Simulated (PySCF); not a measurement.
# OY (YO): the cost of one run

Computed with PySCF 2.14.0 and routines of our own; the level stands in each step. Atoms count from 0.

## Step 1: The starting structure

2 atoms, charge 0, multiplicity 2; geometry from: GFN2-xTB.

## Step 2: Optimising the geometry at PBE0-D3(BJ)/def2-SVP

Job settings and geometry (Å):

```
{"job": {"xc": "PBE0", "basis": "def2-SVP", "d3": "d3bj", "grid": 1, "maxiter": 30, "shake": 0.01, "kind": "geom"}, "charge": 0, "multiplicity": 2}
O      0.964840    -0.028230     0.001080
Y     -0.947350    -0.000580    -0.013200
```

The run is started by

```
> OMP_NUM_THREADS=1 python heavy_run.py task.json out
```

This one command runs all jobs of the session in turn.

Q: Estimate the wall time and peak memory of this first job on 1 thread of AMD EPYC 7R43, shared host.

About 7.7 s, with a peak of 0.26 GiB.
